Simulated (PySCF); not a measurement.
# Br2Pm (Pm(Br)2+): the cost of one run

Computed with PySCF 2.14.0. Level: several levels, as the steps say, no spin–orbit coupling.

1 further run of the same task is left out (for a known fault of the program).

### Step 1. The system as given

3 atoms, charge 1, spin multiplicity 1.

Bond lengths: Pm1–Br2 2.579 Å, Pm1–Br3 2.579 Å. Angles: Br2–Pm1–Br3 108.5°.

As a file:

```xyz
3
charge 1, multiplicity 1
Pm    0.0000    0.0000   -0.8377
Br    2.0930    0.0000    0.6698
Br   -2.0930    0.0000    0.6698
```

Formal oxidation states: Pm +3. Each metal's 4 4f electrons lie in its core potential, so multiplicities, spins and levels count the valence alone. An earlier session relaxed this geometry at PBE0, Pm lcecp-1-SVP with ECP50, Br def2-SVP (singlet, point group C2v).

At PBE0 on the finer grid: E = -5181.100344 Eh, HOMO -12.81 eV, LUMO -7.68 eV, Mulliken charge on Pm1 +1.29 e, largest force component 0.034 eV/Å. 

Levels to run: HF; M06-L; PBE0, TZVP. Hardware: 2 threads of Arm Neoverse V2, shared host.

### Step 2. HF

run.py (the lines that set the calculation)

```python
mol = gto.M(atom='''
Pm     0.00000     0.00000    -0.83768
Br     2.09295     0.00000     0.66976
Br    -2.09295     0.00000     0.66976''',
    basis={'Pm': 'lcecp-1-SVP', 'Br': 'def2-SVP'},
    ecp={'Pm': 'lcecp-1-SVP'},
    charge=1, spin=0)
mf = scf.RHF(mol)
mf = mf.density_fit()  # fitting sets: Pm AutoAux, Br def2-universal-JKFIT
mf.conv_tol = 1e-08; mf.max_cycle = 55
mf.kernel(dm0)  # dm0: the density of the relaxed state
```

Launch:

```console
$ OMP_NUM_THREADS=2 python run.py
```

**Question.** How long does this run take on 2 threads of Arm Neoverse V2, shared host?

About 3.3 s.
